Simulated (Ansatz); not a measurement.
Run this with Ansatz 0.2.0 through its Python package and show what comes out.

Script `scan_ch3b2br.py`:
```python
"""Stretching a bond of CH3B2Br, the rest held rigid."""

import ansatz as az
import numpy as np

BASIS_SET = "def2-SVP"
XC = "cam_b3lyp"

GEOMETRY = """
Br   -1.54190   -1.61870   -0.28600
C    -0.52430    0.02690   -0.44580
B    -0.03240    0.53440    0.90360
B     1.06550   -0.22890   -0.30060
H    -0.79480    0.81280   -1.19050
H    -0.15830    1.05880    1.96930
H     2.04750   -0.65320   -0.69570
"""

mol = az.Crystal.molecule()
for line in GEOMETRY.strip().splitlines():
    symbol, *xyz = line.split()
    mol = mol.atom(symbol, [float(v) for v in xyz])

symbols = [site.symbol for site in mol.cartesian_sites]
start = np.array([site.position_ang for site in mol.cartesian_sites])
axis = (start[4] - start[1]) / np.linalg.norm(start[4] - start[1])
moving = [4]
lengths, energies = [0.982, 1.027, 1.071, 1.116, 1.161, 1.205, 1.25, 1.317], []
for length in lengths:
    xyz = start.copy()
    xyz[moving] += (length - np.linalg.norm(start[4] - start[1])) * axis
    point = az.Crystal.molecule()
    for symbol, place in zip(symbols, xyz):
        point = point.atom(symbol, place.tolist())
    base = (
        point.calculation()
        .basis(gaussian=BASIS_SET)  # atom-centred Gaussian functions
        .functional(XC)
    )
    r = base.run(threads=1).report
    energies.append(r["free_energy_ev"])
    print(f"r = {length:6.3f} A  E = {energies[-1]:.5f} eV  <S^2> = {abs(r['mean_field']['state']['spin_squared']):.3f}")

# quartic fit about the minimum
fit = np.polynomial.Polynomial.fit(lengths, np.array(energies) - min(energies), 4).convert()
roots = [r.real for r in fit.deriv().roots() if abs(r.imag) < 1e-9 and fit.deriv(2)(r.real) > 0]
r_e = min(roots, key=lambda r: abs(r - lengths[int(np.argmin(energies))]))
print(f"minimum of the fit at {r_e:.4f} A, force constant {fit.deriv(2)(r_e):.2f} eV/A^2")
```

Running `python scan_ch3b2br.py` prints:
```text
r =  0.982 A  E = -72471.95223 eV  <S^2> = 0.000
r =  1.027 A  E = -72472.15000 eV  <S^2> = 0.000
r =  1.071 A  E = -72472.24360 eV  <S^2> = 0.000
r =  1.116 A  E = -72472.26005 eV  <S^2> = 0.000
r =  1.161 A  E = -72472.21469 eV  <S^2> = 0.000
r =  1.205 A  E = -72472.12476 eV  <S^2> = 0.000
r =  1.250 A  E = -72471.99773 eV  <S^2> = 0.000
r =  1.317 A  E = -72471.76249 eV  <S^2> = 0.000
minimum of the fit at 1.1038 A, force constant 32.88 eV/A^2
```

Reading the output:
- Total energies depend on the basis set; only differences at equal settings carry meaning.
- The rest of the molecule is held rigid at a force-field or estimated start geometry, and the basis set is modest; single-reference methods fail as a bond breaks.
- The orbitals are restricted, so S² is zero by construction.
- Wall time of the script: 29 s on 1 thread of Arm Neoverse V1 (shared host), peak memory 0.26 GiB.
